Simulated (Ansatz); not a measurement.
# MnSb: the cost of one run

Program: Ansatz 0.2.0. Level of theory: DFT PBE, with the methods named in each step. These are calculated values, not measurements.

## (1) The starting structure

Symmetry: P6_3/mmc, No. 194, hexagonal system. Conventional cell: a = 4.150 Å, b = 4.150 Å, c = 5.780 Å, α = 90.00°, β = 90.00°, γ = 120.00°. Around Mn (site symmetry -3m) lie 6 Sb at 2.80 Å and 2 Mn at 2.89 Å. Around Sb (site symmetry -6m2) lie 6 Mn at 2.80 Å.

As a file:

```xyz
4
Lattice="4.1500 0.0000 0.0000 -2.0750 3.5940 0.0000 0.0000 0.0000 5.7800" Properties=species:S:1:pos:R:3 pbc="T T T"
Mn    0.0000    0.0000    0.0000
Mn    0.0000    0.0000    2.8900
Sb    0.0000    2.3960    1.4450
Sb    2.0750    1.1980    4.3350
```

Elk's input and logs are in atomic units (hartree, bohr).

Atoms are numbered in the order of the input: Mn1, Mn2, Sb3, Sb4.

## (2) Collinear moments without spin-orbit coupling, PAW

input.yaml reads:

```yaml
crystal:
  lattice:
    - [4.15, 0.0, 0.0]
    - [-2.075, 3.5940054257, 0.0]
    - [0.0, 0.0, 5.78]
  atoms:
    - { symbol: Mn, position: [0.0, 0.0, 0.0], spin: 4.0 }
    - { symbol: Mn, position: [0.0, 0.0, 0.5], spin: -4.0 }
    - { symbol: Sb, position: [0.3333333333, 0.6666666667, 0.25] }
    - { symbol: Sb, position: [0.6666666667, 0.3333333333, 0.75] }
magnetization:
  spin_polarized: true
kpoints:
  mp_grid: { grid: [7, 7, 5] }
scf:
  occupations: { method: fermi_dirac, width: 0.05 }
  lower_state_search: "off"
hamiltonian:
  xc: pbe
  pseudopotentials: { kind: paw }
output:
  forces: true
  stress: true
  eigenvalues: true
  write_density: true
  write_potential: true
  elf: true
  volumetric_format: npy
```

Launch:

```console
> ansatz run input.yaml --threads 2 --pin off --max-ram 6144MiB --backend cpu --events-out ev --progress --plain --runs-dir out
```

Q: Estimate wall time and peak memory on 2 threads of Arm Neoverse V2, shared host.

About 7.7 s, with a peak of 0.49 GiB.
